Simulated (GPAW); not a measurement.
# GaGe3 (P6_3/mmc) in GPAW: reference runs

How does GaGe3 come out in PBEsol? The cell is run as given and disturbed.

All numbers are computed with GPAW 26.7.0; they aren't measurements. Logs are shortened: lines on timing, memory, paths and dates and some standing lists are left out, and cuts for length are marked. The log counts tension as positive stress, the text compression.

## (1) The structure

Symmetry: P6_3/mmc, No. 194, hexagonal system. Conventional cell: a = 5.985 Å, b = 5.985 Å, c = 5.035 Å, α = 90.00°, β = 90.00°, γ = 120.00°. Around Ge (site symmetry mm2) lie 8 Ge at 2.94 to 3.05 Å and 4 Ga at 2.99 to 3.07 Å. Ga (site symmetry -6m2) is surrounded by 12 Ge at 2.99 to 3.07 Å.

The cell comes from a database or a generator and needn't be the stable form of this composition.

## (2) Single point, PBEsol

run.py reads:

```python
from ase import Atoms
from ase.dft.bandgap import bandgap
from ase.io import write
from ase.units import GPa
from gpaw import GPAW, PW, setup_paths

setup_paths.insert(0, '.')

atoms = Atoms(['Ge', 'Ge', 'Ge', 'Ge', 'Ge', 'Ge', 'Ga', 'Ga'],
              cell=[[5.9850359054, 0.0, 0.0],
                    [-2.9925179527, 5.1831931366, 0.0],
                    [0.0, 0.0, 5.034952]],
              scaled_positions=[[0.163561505, 0.32712301, 0.25],
                                [0.163561505, 0.836438495, 0.25],
                                [0.67287699, 0.836438495, 0.25],
                                [0.836438495, 0.67287699, 0.75],
                                [0.836438495, 0.163561505, 0.75],
                                [0.32712301, 0.163561505, 0.75],
                                [0.3333333333, 0.6666666667, 0.75],
                                [0.6666666667, 0.3333333333, 0.25]],
              pbc=True)

calc = GPAW(mode=PW(600),
            xc='PBEsol',
            kpts={'size': (5, 5, 5), 'gamma': True},
            occupations={'name': 'fermi-dirac', 'width': 0.05},
            nbands=31,
            convergence={'density': 1e-05, 'energy': 1e-05},
            maxiter=150,
            txt='gpaw.txt')
atoms.calc = calc
energy = atoms.get_potential_energy()
forces = atoms.get_forces()
stress = atoms.get_stress()
calc.write('gs.gpw')
write('result.traj', atoms)
print(f'Energy: {energy:.6f} eV')
print('Forces (eV/A):')
print(forces.round(4))
print('Stress (GPa):', (stress / GPa).round(3))
print('Fermi level:', round(calc.get_fermi_level(), 4), 'eV')
print(f'Gap: {bandgap(calc)[0]:.4f} eV, direct: {bandgap(calc, direct=True)[0]:.4f} eV')
```

Potentials or basis: PAW data sets generated in the run's folder for this functional, pw.

Run with:

```
$ gpaw-setup -f PBEsol Ga Ge
$ OMP_NUM_THREADS=1 python run.py
```

gpaw.txt:

```text
__  _  _
 | _ |_)|_||  |
 |__||  | ||/\| - 26.7.0

Input parameters:
  mode=PW(ecut=600.0),
  convergence={'density': 1e-05, 'energy': 1e-05},
  kpts=MonkhorstPack(size=(5, 5, 5), gamma=True),
  maxiter=150,
  nbands=31,
  occupations=Occupations(name='fermi-dirac', width=0.05),
  xc=XC(name='PBEsol')

Diagonalizing LCAO Hamiltonian
Converting LCAO to pw mode

             Ga     Ge

               Ge     Ge
          Ge     Ge

            Ge     Ga

Atoms  # Å, Bohr magnetons
|   | symbol |         x |        y |        z |    initial magnetic moments |
|---|--------|-----------|----------|----------|-----------------------------|
| 0 |     Ge |  0.000000 | 1.695542 | 1.258738 | ( 0.0000,  0.0000,  0.0000) |
| 1 |     Ge | -1.524136 | 4.335422 | 1.258738 | ( 0.0000,  0.0000,  0.0000) |
| 2 |     Ge |  1.524136 | 4.335422 | 1.258738 | ( 0.0000,  0.0000,  0.0000) |
| 3 |     Ge |  2.992518 | 3.487651 | 3.776214 | ( 0.0000,  0.0000,  0.0000) |
| 4 |     Ge |  4.516654 | 0.847771 | 3.776214 | ( 0.0000,  0.0000,  0.0000) |
| 5 |     Ge |  1.468382 | 0.847771 | 3.776214 | ( 0.0000,  0.0000,  0.0000) |
| 6 |     Ga | -0.000000 | 3.455462 | 3.776214 | ( 0.0000,  0.0000,  0.0000) |
| 7 |     Ga |  2.992518 | 1.727731 | 1.258738 | ( 0.0000,  0.0000,  0.0000) |

Unit cell  # Å
| periodic |         x |        y |        z |  lengths |     angles |
|----------|-----------|----------|----------|----------|------------|
|      yes |  5.985036 | 0.000000 | 0.000000 | 5.985036 |  90.000000 |
|      yes | -2.992518 | 5.183193 | 0.000000 | 5.985036 |  90.000000 |
|      yes |  0.000000 | 0.000000 | 5.034952 | 5.034952 | 120.000000 |

Number of symmetries: 12
Symmetry operations  # r_c * U_cc + t_c -> r_c
|    | kind |            matrix            |
|----|------|------------------------------|
|  0 |  σ   |  1, 1, 0,  0,-1, 0,  0, 0, 1 |
|  1 |  S6  |  1, 1, 0, -1, 0, 0,  0, 0,-1 |
|  2 |  E   |  1, 0, 0,  0, 1, 0,  0, 0, 1 |
|  3 |  C2  |  1, 0, 0, -1,-1, 0,  0, 0,-1 |
|  4 |  C2  |  0, 1, 0,  1, 0, 0,  0, 0,-1 |
|  5 |  C3  |  0, 1, 0, -1,-1, 0,  0, 0, 1 |
|  6 |  S6  |  0,-1, 0,  1, 1, 0,  0, 0,-1 |
|  7 |  σ   |  0,-1, 0, -1, 0, 0,  0, 0, 1 |
|  8 |  σ   | -1, 0, 0,  1, 1, 0,  0, 0, 1 |
|  9 |  i   | -1, 0, 0,  0,-1, 0,  0, 0,-1 |
| 10 |  C3  | -1,-1, 0,  1, 0, 0,  0, 0, 1 |
| 11 |  C2  | -1,-1, 0,  0, 1, 0,  0, 0,-1 |

BZ-sampling:
  Number of BZ points: 125
  Number of IBZ points: 19

  Monkhorst-Pack size: [5, 5, 5]
  Monkhorst-Pack shift: [0, 0, 0]

K-points  # in reciprocal-cell coordinates
|     |                                coordinates |     weight |
|-----|--------------------------------------------|------------|
|   0 | (  0.00000000,   0.00000000,   0.00000000) | 0.00800000 |
|   1 | (  0.00000000,   0.00000000,   0.20000000) | 0.01600000 |
|   2 | (  0.00000000,   0.00000000,   0.40000000) | 0.01600000 |
|   3 | (  0.20000000,   0.00000000,  -0.40000000) | 0.04800000 |
|   4 | (  0.20000000,   0.00000000,  -0.20000000) | 0.04800000 |
|   5 | (  0.20000000,   0.00000000,   0.00000000) | 0.04800000 |
|   6 | (  0.20000000,   0.00000000,   0.20000000) | 0.04800000 |
|   7 | (  0.20000000,   0.00000000,   0.40000000) | 0.04800000 |
|   8 | (  0.40000000,  -0.20000000,   0.00000000) | 0.04800000 |
|   9 | (  0.40000000,  -0.20000000,   0.20000000) | 0.09600000 |
| ... |                                            |            |
|  18 | (  0.40000000,   0.40000000,   0.40000000) | 0.09600000 |

Plane wave coefficients: 5252
Cutoff: 600.0 eV

Spin-components: 1 (collinear spins)
Bands:           31
Projectors:      40
Spin-degeneracy: 2
Datatype:        complex128

Parallelization:
  kpt:    1
  domain: 1
  band:   1

Density:
  Valence electrons: 30.0
  Components: 1
  Grid points: [35 35 30]
  Charge: 0.0  # |e|

Potential:
  Grid points: [35 35 30]

species:
  Ge:
    name:    Germanium
    Z:       32.0
    valence: 4
    core:    28
    charge:  0.0  # [|e|]
    compensation charges:
      type: gauss
      rc: 0.32  # [Å]
      lmax: 2
    cutoffs:
      filter: 1.77  # [Å]
      core: 3.42  # [Å]
    projectors
    | kind |    occ | energy [eV] | rcut [Å] |
    |------|--------|-------------|----------|
    |   4s |  2.000 |     -11.738 |    1.005 |
    |   4p |  2.000 |      -3.898 |    1.005 |
    |    s |        |      15.473 |    1.005 |
    |    p |        |      23.314 |    1.005 |
    |    d |        |       0.000 |    1.005 |

    Using partial waves for Ge as LCAO basis

  Ga:
    name:    Gallium
    Z:       31.0
    valence: 3
    core:    28
    charge:  0.0  # [|e|]
    compensation charges:
      type: gauss
      rc: 0.37  # [Å]
      lmax: 2
    cutoffs:
      filter: 2.06  # [Å]
      core: 4.17  # [Å]
    projectors
    | kind |    occ | energy [eV] | rcut [Å] |
    |------|--------|-------------|----------|
    |   4s |  2.000 |      -8.959 |    1.164 |
    |   4p |  1.000 |      -2.572 |    1.164 |
    |    s |        |      18.252 |    1.164 |
    |    p |        |      24.640 |    1.164 |
    |    d |        |       0.000 |    1.164 |

    Using partial waves for Ga as LCAO basis

Reference energy: -448023.430416  # eV

eigensolver:
  PPCG
  Converge bands: occupied
  niter=2

density mixing:
  MSR1-Mixer
  Pratt-step length: 0.05
  Maximum mixing coefficient: 0.75
  Old densities: 10
  SVD Regularization: 0.005
  Good broyden scale: 1.0
  Trust region scale: 1.0
  Backstep threshold: 4.0
  History deletion threshold: 6.0
  Fourier metric: weight=20.0, sigma=0.015

occupation numbers:
  Fermi-Dirac:
    width: 0.0500  # eV

poisson solver:
  ecut: 4800.0  # eV

xc functional:
  name: PBEsol with 2 nearest neighbor stencil

convergence criteria:
- Maximum integral of absolute [dens]ity change: 1e-05 electrons / valence electron
- Maximum [total energy] change in last 3 cyles: 1e-05 eV / valence electron
- Maximum integral of absolute [eigenst]ate change: 4e-08 eV^2 / valence electron
maximum number of iterations: 150

SCF iterations
|iter     | |      energy | eigst |  dens |
|---------|-|-------------|-------|-------|
|iter:   1| |  -34.554733 | -0.65 |       |
|iter:   2| |  -34.543150 | -2.90 | -1.21 |
|iter:   3| |  -34.429718 | -3.31 | -1.24 |
|iter:   4| |  -34.421973 | -4.17 | -1.84 |
|iter:   5| |  -34.421907 | -5.71 | -2.92 |
|iter:   6| |  -34.421893c| -6.68 | -3.42 |
|iter:   7| |  -34.421899c| -8.11c| -4.23 |
|iter:   8| |  -34.421897c| -8.38c| -4.61 |
|iter:   9| |  -34.421897c| -9.11c| -5.07c|

Converged in 9 steps
Energy contributions relative to reference atoms: (reference = -448023.430416)

Energy contributions:
  Kinetic:          40.762118
  Coulomb:         -36.795604
  Zero:             -0.026048
  External:          0.000000
  Xc:              -38.342679
  Entropy:          -0.039370
  Spinorbit:         0.000000
  ----------------------------
  Free energy:     -34.441582
  Extrapolated:    -34.421897

dipole moment: (0.000515, 0.000892, 0.000866)  # |e|*Ang

Fermi level: 6.971
Eigenvalues  # (at kpt = [0.000, 0.000, 0.000])
| band index |      eig [eV] | occ [0-2] |
|------------|---------------|-----------|
|          0 |        -5.513 |     2.000 |
|        ... |               |           |
|          9 |         4.370 |     2.000 |
|         10 |         4.370 |     2.000 |
|         11 |         5.541 |     2.000 |
|         12 |         5.740 |     2.000 |
|         13 |         5.740 |     2.000 |
|         14 |         5.987 |     2.000 |
[... 8 lines left out ...]
|         23 |        10.677 |     0.000 |
|         24 |        13.747 |     0.000 |
|        ... |               |           |
|         30 |        15.562 |     0.000 |

No gap
No difference between direct/indirect transitions

Forces  # eV/Ang
|        x |        y |        z |
|----------|----------|----------|
|  0.00000 |  0.16227 | -0.00000 |  # Ge   0
|  0.14053 | -0.08114 | -0.00000 |  # Ge   1
| -0.14053 | -0.08114 | -0.00000 |  # Ge   2
| -0.00000 | -0.16227 |  0.00000 |  # Ge   3
| -0.14053 |  0.08114 |  0.00000 |  # Ge   4
|  0.14053 |  0.08114 |  0.00000 |  # Ge   5
|  0.00000 |  0.00000 | -0.00000 |  # Ga   6
|  0.00000 |  0.00000 |  0.00000 |  # Ga   7

Stress tensor  # eV/Ang^3
|         x |         y |        z |
|-----------|-----------|----------|
|  0.027965 | -0.000000 | 0.000000 |
| -0.000000 |  0.027965 | 0.000000 |
|  0.000000 |  0.000000 | 0.027142 |

# Writing to gs.gpw (mode='')
```

It took 52 s on 1 thread of Arm Neoverse V2, shared host; peak memory 0.26 GiB.

What came out:

```
Free energy            : -34.4416 eV
Pressure               : -4.4 GPa
Largest force          : 0.162 eV/Å
Band gap on the k mesh : none (metal or under the smearing width)
```

Forces on the atoms (eV/Å):
```
Ge   0.000  0.162  0.000
Ge   0.141 -0.081  0.000
Ge  -0.141 -0.081  0.000
Ge   0.000 -0.162  0.000
Ge  -0.141  0.081  0.000
Ge   0.141  0.081  0.000
Ga   0.000  0.000  0.000
Ga   0.000  0.000  0.000
```

## (3) Single point, PBEsol (atoms moved at random, drawn with an rms of 0.05 Å)

run.py, as its differences from that of step 2:

```diff
@@ -12,10 +12,10 @@
                     [0.0, 0.0, 5.034952]],
-              scaled_positions=[[0.163561505, 0.32712301, 0.25],
-                                [0.163561505, 0.836438495, 0.25],
-                                [0.67287699, 0.836438495, 0.25],
-                                [0.836438495, 0.67287699, 0.75],
-                                [0.836438495, 0.163561505, 0.75],
-                                [0.32712301, 0.163561505, 0.75],
-                                [0.3333333333, 0.6666666667, 0.75],
-                                [0.6666666667, 0.3333333333, 0.25]],
+              scaled_positions=[[0.162493, 0.334531, 0.259653],
+                                [0.166343, 0.835147, 0.254508],
+                                [0.67922, 0.837326, 0.240642],
+                                [0.832519, 0.670157, 0.755122],
+                                [0.837365, 0.164612, 0.75156],
+                                [0.322279, 0.162125, 0.751886],
+                                [0.319318, 0.660195, 0.751787],
+                                [0.665106, 0.331477, 0.253746]],
               pbc=True)
```

Potentials or basis: PAW data sets generated in the run's folder for this functional, pw.

Run with:

```
$ gpaw-setup -f PBEsol Ga Ge
$ OMP_NUM_THREADS=1 python run.py
```

It took 2.8 min on 1 thread of Arm Neoverse V2, shared host; peak memory 0.44 GiB.

The run converged. Its results:

- Free energy: -34.4361 eV
- Pressure: -4.4 GPa
- Largest force: 0.203 eV/Å
- Band gap on the k mesh: none (metal or under the smearing width)

Forces in eV/Å, atoms in the order of the input:
```
Ge   0.008  0.138 -0.061
Ge   0.142 -0.043 -0.017
Ge  -0.104 -0.071  0.067
Ge  -0.105 -0.146 -0.032
Ge  -0.176 -0.029  0.008
Ge   0.184  0.083  0.021
Ga   0.096  0.087  0.020
Ga  -0.045 -0.020 -0.006
```

Stress tensor (GPa, compression positive):
```
-4.43 -0.07 -0.06
-0.07 -4.35 -0.03
-0.06 -0.03 -4.38
```

Levels at points of the mesh, in eV from the Fermi level:
```tsv
k point	band 12	band 13	band 14	band 15	band 16	band 17	band 18	band 19
(0.00, 0.00, 0.00)	-1.44	-1.25	-1.20	-0.97	-0.81	-0.77	0.52	1.65
```
